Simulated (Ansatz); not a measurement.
# Ge: the cost of one run

Program: Ansatz 0.2.0. Level of theory: DFT r2SCAN, scalar-relativistic, plane waves, PAW. These are calculated values, not measurements.

2 further runs of the same task are left out: 2 set aside as unsound or not needed.

## (1) Starting point

The structure is cubic, space group Fd-3m (No. 227). Conventional cell: a = 5.675 Å, b = 5.675 Å, c = 5.675 Å, α = 90.00°, β = 90.00°, γ = 90.00°. Ge (site symmetry -43m) has 4 Ge at 2.46 Å as nearest neighbours.

As a file:

```
Ge
1.0
     0.00000    2.83750    2.83750
     2.83750    0.00000    2.83750
     2.83750    2.83750    0.00000
Ge
2
Direct
  0.50000 0.50000 0.50000
  0.75000 0.75000 0.75000
```

This cell was relaxed beforehand with the same method: volume 22.85 Å³/atom, gap on the mesh 0.35 eV.

Bulk energy on matching settings, from an earlier run: -4302.9067 eV/atom.

## (2) The (111) slab

Miller indices refer to the conventional cell of the relaxed bulk, Fd-3m (No. 227): a = 5.675 Å, b = 5.675 Å, c = 5.675 Å, α = 90.00°, β = 90.00°, γ = 90.00°.

Cut from the relaxed bulk: a (111) slab, 10.6 Å thick as cut, with 15 Å of vacuum; its outer planes are Ge (top) and Ge (bottom).

The slab as cut. Its planes from the bottom up:

```tsv
plane	atoms per cell	height over the lowest (Å)
1	Ge	0.00
2	Ge	0.82
3	Ge	3.28
4	Ge	4.10
5	Ge	6.55
6	Ge	7.37
7	Ge	9.83
8	Ge	10.65
```

## (3) Single point on the unrelaxed (111) slab

The cell repeats along c, and a dipole correction in the vacuum removes the field between the copies.

File input.yaml:

```yaml
crystal:
  lattice:
    - [4.0128347834, 0.0, 0.0]
    - [-2.0064173917, 3.4752168636, 0.0]
    - [0.0, 0.0, 25.6485141116]
  atoms:
    - { symbol: Ge, position: [0.3333333333, 0.6666666667, 0.2924146002] }
    - { symbol: Ge, position: [0.0, 0.0, 0.3243508156] }
    - { symbol: Ge, position: [0.0, 0.0, 0.4201594616] }
    - { symbol: Ge, position: [0.6666666667, 0.3333333333, 0.452095677] }
    - { symbol: Ge, position: [0.6666666667, 0.3333333333, 0.547904323] }
    - { symbol: Ge, position: [0.3333333333, 0.6666666667, 0.5798405384] }
    - { symbol: Ge, position: [0.3333333333, 0.6666666667, 0.6756491844] }
    - { symbol: Ge, position: [0.0, 0.0, 0.7075853998] }
basis:
  ecutwfc: 500
kpoints:
  mp_grid: { grid: [9, 9, 1] }
hamiltonian:
  xc: r2scan
scf:
  occupations: { method: gaussian, width: 0.05 }
output:
  forces: true
  stress: true
  eigenvalues: true
  write_density: true
  write_potential: true
  elf: true
  volumetric_format: npy
efield:
  axis: 3
  dipole_correction: true
  ramp_width: 0.04
```

On the command line:

```
$ ansatz run input.yaml --threads 1 --pin off --max-ram 2560MiB --backend cpu --events-out ev --progress --plain --runs-dir out
```

**Question.** How long does this run take on 1 thread of Arm Neoverse V2, shared host, and how much memory does it need?

About 85 s, with a peak of 1.2 GiB.
